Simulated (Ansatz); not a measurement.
# WS2: the cost of one run

Program: Ansatz 0.2.0. Level of theory: DFT PBEsol+U (U_eff = 2 eV on W d, around-mean-field double counting), plane waves, PAW, no spin–orbit coupling unless a run says so. These are calculated values, not measurements.

The COD entry's cell or inner coordinates are ideal or old and differ from later refinements, so a difference from it is no clean test against experiment.

## 1. The starting structure

The structure is hexagonal, space group P6_3/mmc (No. 194). Conventional cell: a = 3.180 Å, b = 3.180 Å, c = 12.500 Å, α = 90.00°, β = 90.00°, γ = 120.00°. W (site symmetry -6m2) has 6 S at 2.45 Å as nearest neighbours. S (site symmetry 3m) has 3 W at 2.45 Å as nearest neighbours.

As a file:

```cif
data_structure
_symmetry_space_group_name_H-M 'P6_3/mmc'
_symmetry_Int_Tables_number 194
_cell_length_a 3.1800
_cell_length_b 3.1800
_cell_length_c 12.5000
_cell_angle_alpha 90.000
_cell_angle_beta 90.000
_cell_angle_gamma 120.000
_cell_volume 109.47
loop_
_atom_site_label
_atom_site_type_symbol
_atom_site_symmetry_multiplicity
_atom_site_Wyckoff_symbol
_atom_site_fract_x
_atom_site_fract_y
_atom_site_fract_z
_atom_site_occupancy
W1 W 2 c 0.33333 0.66667 0.25000 1
S1 S 4 f 0.33333 0.66667 0.62000 1
```

Magnetic order typed: ferromagnetic.

## 2. From atoms, symmetry kept, no search

The input, input.yaml:

```yaml
crystal:
  lattice:
    - [3.17999949, 0.0, 0.0]
    - [-1.58999974, 2.75396034, 0.0]
    - [0.0, 0.0, 12.49999932]
  atoms:
    - { symbol: W, position: [0.3333333333, 0.6666666667, 0.25], spin: 2.0 }
    - { symbol: W, position: [0.6666666667, 0.3333333333, 0.75], spin: 2.0 }
    - { symbol: S, position: [0.3333333333, 0.6666666667, 0.62] }
    - { symbol: S, position: [0.6666666667, 0.3333333333, 0.12] }
    - { symbol: S, position: [0.3333333333, 0.6666666667, 0.88] }
    - { symbol: S, position: [0.6666666667, 0.3333333333, 0.38] }
basis:
  ecutwfc: 420
  ecutrho_ratio: 4
kpoints:
  mp_grid: { grid: [7, 7, 2] }
hamiltonian:
  xc: pbesol
  hubbard:
    sites: [{ site: 0, l: d, u_eff: 2.0 }, { site: 1, l: d, u_eff: 2.0 }]
    double_counting: amf
scf:
  occupations: { method: gaussian, width: 0.05 }
  lower_state_search: "off"
  max_iter: 150
output:
  forces: true
  stress: true
  eigenvalues: true
  populations: true
  hubbard: { sites: [{ site: 0, l: d }, { site: 1, l: d }] }
magnetization:
  spin_polarized: true
```

Command:

```bash
$ ansatz run input.yaml --threads 4 --pin off --max-ram 6144MiB --backend cpu --events-out ev --progress --plain --runs-dir out
```

Q: Estimate wall time and peak memory on 4 threads of Arm Neoverse V2, shared host.

About 3.5 s, with a peak of 0.51 GiB.
